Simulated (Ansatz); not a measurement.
# The iodine atom: up Jacob's ladder to CCSD(T)

One table from this session's results is given with a row withheld; the runs are named, their logs left out.

Computed with Ansatz 0.2.0, Gaussian basis. Level: functionals in def2-TZVPP, the program's frozen cores in correlated methods.

Levels to be run: LDA (SPW92), PBE, revPBE, BLYP, r2SCAN, B97M-V, PBE0, B3LYP, r2SCANh, r2SCAN0, HSE06, BHLYP, CAM-B3LYP, LC-ωPBE, ωB97X-V, ωB97M-V, B2PLYP, PBE-QIDH; CCSD(T)/def2-SVP; CCSD(T)/def2-TZVPP; CCSD(T)/def2-QZVPP; extrapolation to the limit; RPA on PBE.

## The atom

1 atom, charge 0, spin multiplicity 2.

I takes the def2 core potential; no spin-orbit term is included.

Set-up of the first run:

File in.yaml:

```yaml
crystal:
  periodic: [false, false, false]
  atoms:
    - {symbol: I, position_ang: [0.000000, 0.000000, 0.000000]}
basis:
  gaussian: {orbitals: def2-TZVPP}
magnetization: {spin_polarized: true, initial_magnetization: 1}
hamiltonian: {xc: lda}
output: {orbitals: {seedname: orbitals}}
```

Among the steps run: LDA; PBE (GGA); revPBE (GGA); BLYP (GGA); r2SCAN (meta-GGA); B97M-V (meta-GGA); PBE0 (hybrid); B3LYP (hybrid); r2SCANh (hybrid); r2SCAN0 (hybrid); HSE06 (hybrid); BHLYP (hybrid); CAM-B3LYP (range-separated); LC-ωPBE (range-separated); ωB97X-V (range-separated); ωB97M-V (range-separated); B2PLYP (double hybrid); PBE-QIDH (double hybrid).

One of the session's tables, all rows but one given; the rest of the session is left out.

It belongs to the step «Orbital energies across the functionals». Levels are read from the orbital files that the runs wrote (highest filled and lowest empty over both spins):

```
 functional  HOMO (eV)  LUMO (eV)  gap (eV)
LDA (SPW92)      -6.85      -7.02     -0.17
        PBE      -6.70      -6.57      0.13
     revPBE      -6.65      -6.44      0.22
       BLYP          ?          ?         ?
     r2SCAN      -6.98      -6.26      0.73
     B97M-V      -6.95      -6.36      0.59
       PBE0      -7.86      -5.50      2.36
      B3LYP      -7.63      -5.89      1.73
    r2SCANh      -7.41      -5.86      1.55
    r2SCAN0      -8.04      -5.27      2.77
      HSE06      -7.46      -5.88      1.58
      BHLYP      -8.86      -4.49      4.37
  CAM-B3LYP      -9.16      -4.41      4.76
    LC-ωPBE     -10.53      -2.90      7.63
    ωB97X-V     -10.19      -3.36      6.83
    ωB97M-V     -10.01      -3.33      6.68
```

Estimate the missing values for BLYP.

Worked estimate for «HOMO (eV)». Against the share of exact exchange, B3LYP (0.2, -7.63), BHLYP (0.5, -8.86) give a slope of -4.10 per unit share; at 0 the line stands at -6.81.

**Answer.** HOMO (eV): -6.55; LUMO (eV): -6.58; gap (eV): -0.03. In «HOMO (eV)» the line misses by -0.26.

To keep in mind: A negative gap means that an empty level lies below a filled one: whole occupations of an open shell aren't an aufbau state there.
